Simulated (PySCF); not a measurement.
# NaGa+: bond curves at several levels of theory

An exercise on one series of results from a longer session: the logs are not shown, and one member is left open.

Method: Na x2c-SVPall, Ga x2c-SVPall, spin-free X2C with a Gaussian nucleus; program: PySCF 2.14.0.

Set-up of the first run:

Settings of the job:

```json
{
  "atoms": "Na, Ga",
  "charge": "1",
  "basis": "Na x2c-SVPall, Ga x2c-SVPall",
  "Hamiltonian": "spin-free X2C with a Gaussian nucleus",
  "basis functions": "47",
  "electrons treated": "41",
  "masses in u": "22.9898, 68.9256",
  "levels": "PBE0, PBE, r²SCAN, TPSSh, B97-3, revPBE, CAM-B3LYP, HF, MP2, SCS-MP2, CCSD, CCSD(T)",
  "grid": "80 radial by 434 angular points",
  "occupations": "held fixed by the projection of orbital angular momentum",
  "dissociation limit": "Na+ + Ga, each in its ground configuration",
  "starting distance in angstrom": "2.880",
  "values of 2S to try": "1, 3"
}
```

Among the steps run: Set-up; First curve: PBE0; Excited determinants; PBE; r²SCAN (meta-GGA); TPSSh (hybrid meta-GGA); B97-3 (global hybrid GGA); revPBE (GGA); CAM-B3LYP (range-separated hybrid); UHF; MP2 and coupled cluster.

One table of the session follows, with a row left open; its other results are not shown here.

It belongs to the step «The curves together». Energy (eV) from each level's lowest point:

| R (Å) | UHF | UHF-MP2 | UHF-SCS-MP2 | UHF-CCSD | UHF-CCSD(T) |
| --- | --- | --- | --- | --- | --- |
| 2.964 | 0.151 | 0.128 | 0.133 | n/a | n/a |
| 3.101 | 0.075 | 0.060 | 0.063 | 0.062 | 0.061 |
| 3.239 | ? | ? | ? | ? | ? |
| 3.343 | 0.010 | 0.005 | 0.006 | 0.006 | 0.006 |
| 3.446 | 0.001 | 0.000 | 0.000 | 0.000 | 0.000 |
| 3.549 | 0.000 | 0.003 | 0.002 | 0.002 | 0.002 |
| 3.687 | 0.009 | 0.016 | 0.014 | 0.015 | 0.016 |
| 3.860 | 0.033 | 0.044 | 0.041 | 0.043 | 0.044 |
| 4.066 | 0.076 | 0.090 | 0.086 | 0.089 | 0.090 |
| 4.342 | 0.146 | 0.163 | 0.158 | n/a | n/a |

**Question.** Estimate the row for R (Å) = 3.239.

Worked estimate for «UHF». A straight line through the neighbours (3.101, 0.075) and (3.343, 0.010) gives 0.075 + (0.010 − 0.075) × (3.239 − 3.101) / (3.343 − 3.101) = 0.038; a parabola fitted to 4 rows on both sides gives 0.028.

**Answer.** UHF: 0.029; UHF-MP2: 0.020; UHF-SCS-MP2: 0.022; UHF-CCSD: 0.021; UHF-CCSD(T): 0.021. In «UHF» the line misses by +0.009 and the parabola by -0.001.

State 2 has its PBE0 minimum 0.92 eV higher. State 3 has its PBE0 minimum 5.15 eV higher. The other levels ran on the lowest alone.
